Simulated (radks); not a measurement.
# Spin polarisation of the 3d shell in Mn⁺

How much does Mn⁺ gain by aligning the spins in its 3d shell? The moment is raised step by step from zero.

Method: scalar-relativistic Kohn-Sham, PBEsol, spin-polarised, spherical densities, point nucleus. Code: radks (a radial shooting solver on a logarithmic mesh, Libxc functionals) version 1.

**1. What is computed**

- element: manganese (Z = 25)
- charge: +1
- electrons: 24
- configuration: [Ar] 3d(up 2.5, down 2.5) 4s(up 0.5, down 0.5)

A shell typed twice in an input gives spin up, then spin down.

**2. No moment**

Input:

```text
Z 25
configuration [Ar] 3d2.5 3d2.5 4s0.5 4s0.5
relativity scalar-relativistic
functional pbe_sol,pbe_sol
spin polarised
nucleus point
c 137.035999084
```

**3. moment 1 in 3d**

Input:

```text
Z 25
configuration [Ar] 3d3 3d2 4s0.5 4s0.5
relativity scalar-relativistic
functional pbe_sol,pbe_sol
spin polarised
nucleus point
c 137.035999084
```

**4. moment 2 in 3d**

Input:

```text
Z 25
configuration [Ar] 3d3.5 3d1.5 4s0.5 4s0.5
relativity scalar-relativistic
functional pbe_sol,pbe_sol
spin polarised
nucleus point
c 137.035999084
```

**5. moment 3 in 3d**

Input:

```text
Z 25
configuration [Ar] 3d4 3d1 4s0.5 4s0.5
relativity scalar-relativistic
functional pbe_sol,pbe_sol
spin polarised
nucleus point
c 137.035999084
```

**6. moment 4 in 3d**

Input:

```text
Z 25
configuration [Ar] 3d4.5 3d0.5 4s0.5 4s0.5
relativity scalar-relativistic
functional pbe_sol,pbe_sol
spin polarised
nucleus point
c 137.035999084
```

**7. moment 5 in 3d**

Input:

```text
Z 25
configuration [Ar] 3d5 3d0 4s0.5 4s0.5
relativity scalar-relativistic
functional pbe_sol,pbe_sol
spin polarised
nucleus point
c 137.035999084
```

Before running it: what results should come out? Wanted: for each run, moment; E − E(0); ε(3d up); ε(3d down); splitting.

The runs gave:

```csv
moment (μB),E − E(0) (eV),ε(3d up) (eV),ε(3d down) (eV),splitting (eV)
0,0.000,-14.935,-14.935,0.000
1,-0.229,-15.360,-14.445,0.915
2,-0.915,-15.720,-13.889,1.830
3,-2.059,-16.013,-13.266,2.747
4,-3.662,-16.234,-12.570,3.664
5,-5.723,-16.375,-11.796,4.578
```

In words: At a moment of 5 μB the energy has fallen by 5.72 eV and the 3d levels split by 4.58 eV, 0.916 eV per μB. The Stoner form E = −I m²/4 would give I = 0.916 eV. The energy falls at every step.
